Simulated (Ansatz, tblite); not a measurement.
**The cluster In₁₀As₁₀H₂₈: rung by rung**

An exercise on one series of results from a longer session: the logs are not shown, and one member is left open.

The runs use Ansatz 0.2.0, Gaussian basis; as each input shows.

Plan: GFN1-xTB, GFN2-xTB, PBE-D4/def2-TZVP, r2SCAN-D4/def2-TZVP, PBE-D4/def2-SVP, PBE0-D4/def2-SVP.

1 further run of the same task is left out (set aside as unsound or not needed).

### The geometry

The singlet was relaxed beforehand with r2SCAN-D4/def2-SVP.

48 atoms, charge 0, spin multiplicity 1.

Bond lengths: In1–As12 2.719 Å, In1–As13 2.714 Å, In1–H21 1.725 Å, In1–H22 1.725 Å, In2–As11 2.739 Å, In2–As15 2.711 Å, In2–H23 1.722 Å, In2–H24 1.718 Å, In3–As14 2.737 Å, In3–As16 2.683 Å, In3–H25 1.724 Å, In3–H26 1.737 Å, In4–As12 2.631 Å, In4–As17 2.685 Å, In4–As18 2.681 Å, In4–H27 1.722 Å, In5–As14 2.643 Å, In5–As17 2.732 Å and more. Angles: As12–In1–As13 93.4°, As12–In1–H21 107.3°, As12–In1–H22 106.8°, As13–In1–H21 107.8°, As13–In1–H22 106.7°, H21–In1–H22 129.0°, As11–In2–As15 95.4°, As11–In2–H23 104.6°, As11–In2–H24 105.0°, As15–In2–H23 106.9°, As15–In2–H24 108.1°, H23–In2–H24 131.0°, As14–In3–As16 92.8°, As14–In3–H25 107.8°, As14–In3–H26 102.9°, As16–In3–H25 112.4°, As16–In3–H26 107.1°, H25–In3–H26 127.7° and more.

In takes a core potential in the def2 sets. No spin-orbit coupling is included.

PBE0-D4/def2-TZVP was run before; its log isn't repeated, and its numbers join the tables.

Set-up of the first run:

Tight binding, by tblite at 300 K electronic temperature and without a spin-polarisation term:

```python
tblite.interface.Calculator('GFN1-xTB', numbers, positions, charge=0, uhf=0).singlepoint()
```

Tight binding, by tblite at 300 K electronic temperature and without a spin-polarisation term:

```python
tblite.interface.Calculator('GFN2-xTB', numbers, positions, charge=0, uhf=0).singlepoint()
```

start.molden holds the orbitals of an earlier run on this state, given as this run's starting guess.

Input file in.yaml:

```yaml
crystal:
  periodic: [false, false, false]
  atoms:
    - {symbol: In, position_ang: [-4.753960, 1.985951, -0.416474]}
    - {symbol: In, position_ang: [-2.065532, -3.458105, 3.453608]}
    - {symbol: In, position_ang: [1.703571, -4.022223, -0.083277]}
    - {symbol: In, position_ang: [-1.448664, 2.488358, -3.496355]}
    - {symbol: In, position_ang: [2.089670, -0.810057, -3.368480]}
    - {symbol: In, position_ang: [-0.974697, -0.556128, -0.371974]}
    - {symbol: In, position_ang: [-1.153667, 1.976411, 3.120619]}
    - {symbol: In, position_ang: [2.085169, -0.671290, 2.624872]}
    - {symbol: In, position_ang: [2.057554, 2.432208, -0.151980]}
    - {symbol: In, position_ang: [5.251240, -0.803481, -0.455298]}
    - {symbol: As, position_ang: [-2.611984, -1.948513, 1.234613]}
    - {symbol: As, position_ang: [-2.684383, 0.897608, -1.804178]}
    - {symbol: As, position_ang: [-3.140332, 2.982519, 1.524634]}
    - {symbol: As, position_ang: [0.526477, -2.204499, -1.757367]}
    - {symbol: As, position_ang: [0.396767, -2.407012, 3.878268]}
    - {symbol: As, position_ang: [3.389722, -2.195239, 0.926368]}
    - {symbol: As, position_ang: [0.311545, 0.820666, -4.649964]}
    - {symbol: As, position_ang: [0.295270, 3.680551, -1.845141]}
    - {symbol: As, position_ang: [3.401362, 0.764945, -1.717721]}
    - {symbol: As, position_ang: [0.447771, 0.915125, 1.249990]}
    - {symbol: H, position_ang: [-5.349585, 3.314035, -1.341762]}
    - {symbol: H, position_ang: [-5.626135, 0.674711, 0.287897]}
    - {symbol: H, position_ang: [-3.098747, -2.821994, 4.675874]}
    - {symbol: H, position_ang: [-1.869223, -5.060078, 2.864014]}
    - {symbol: H, position_ang: [2.509574, -5.192232, -1.058972]}
    - {symbol: H, position_ang: [0.474759, -4.301167, 1.112710]}
    - {symbol: H, position_ang: [-2.295247, 3.521776, -4.583685]}
    - {symbol: H, position_ang: [2.975396, -1.648413, -4.588167]}
    - {symbol: H, position_ang: [-1.879418, 0.602931, 3.892581]}
    - {symbol: H, position_ang: [-0.413123, 3.348321, 3.857325]}
    - {symbol: H, position_ang: [2.940850, 0.189411, 3.859683]}
    - {symbol: H, position_ang: [2.995589, 3.669292, 0.598585]}
    - {symbol: H, position_ang: [5.894290, -1.816693, -1.696513]}
    - {symbol: H, position_ang: [6.095362, 0.200298, 0.664770]}
    - {symbol: H, position_ang: [-3.511858, -2.722454, 0.293227]}
    - {symbol: H, position_ang: [-3.637265, -0.900135, 1.609923]}
    - {symbol: H, position_ang: [-3.287856, -0.128078, -2.745072]}
    - {symbol: H, position_ang: [-4.090828, 3.701650, 2.461832]}
    - {symbol: H, position_ang: [-2.565282, 4.248230, 0.920313]}
    - {symbol: H, position_ang: [-0.457689, -2.888525, -2.686346]}
    - {symbol: H, position_ang: [1.281229, -3.601021, 4.165786]}
    - {symbol: H, position_ang: [0.353070, -1.899460, 5.304456]}
    - {symbol: H, position_ang: [4.225200, -3.000194, 1.905093]}
    - {symbol: H, position_ang: [-0.498952, -0.016702, -5.616296]}
    - {symbol: H, position_ang: [1.054303, 1.612437, -5.706252]}
    - {symbol: H, position_ang: [1.008788, 4.734054, -2.665868]}
    - {symbol: H, position_ang: [-0.531035, 4.647173, -1.024225]}
    - {symbol: H, position_ang: [4.180941, 1.665012, -2.655686]}
basis:
  gaussian: {orbitals: def2-TZVP, fitting: {mean_field: def2-universal-jkfit}, initial_orbitals: start.molden}
hamiltonian: {xc: pbe, dispersion: d4}
scf: {omitted_lower_state_checks: [starts]}
output: {forces: true, orbitals: {seedname: orbitals}}
```

On the command line:

```console
$ ansatz run in.yaml --threads 11 --pin off --events-out ev --progress --plain --max-ram 174080MiB --backend cuda --devices 0, --max-vram 75GiB
```

Among the steps run: PBE-D4/def2-TZVP; r2SCAN-D4/def2-TZVP; PBE-D4/def2-SVP; PBE0-D4/def2-SVP.

One table of the session follows, with a row left open; its other results are not shown here.

It belongs to the step «Binding energy». 

```
              level  binding an atom (eV)
    PBE-D4/def2-SVP                 2.370
   PBE-D4/def2-TZVP                 2.386
r2SCAN-D4/def2-TZVP                     ?
   PBE0-D4/def2-SVP                 2.366
  PBE0-D4/def2-TZVP                 2.382
```

**Question.** Estimate the row for r2SCAN-D4/def2-TZVP.

As computed: binding an atom (eV): 2.405. In the column «binding an atom (eV)» it is the highest.

Caveats from the session: Free atoms were run apart at each level; binding is atoms less cluster, divided by the number of atoms, without zero-point or spin-orbit terms.
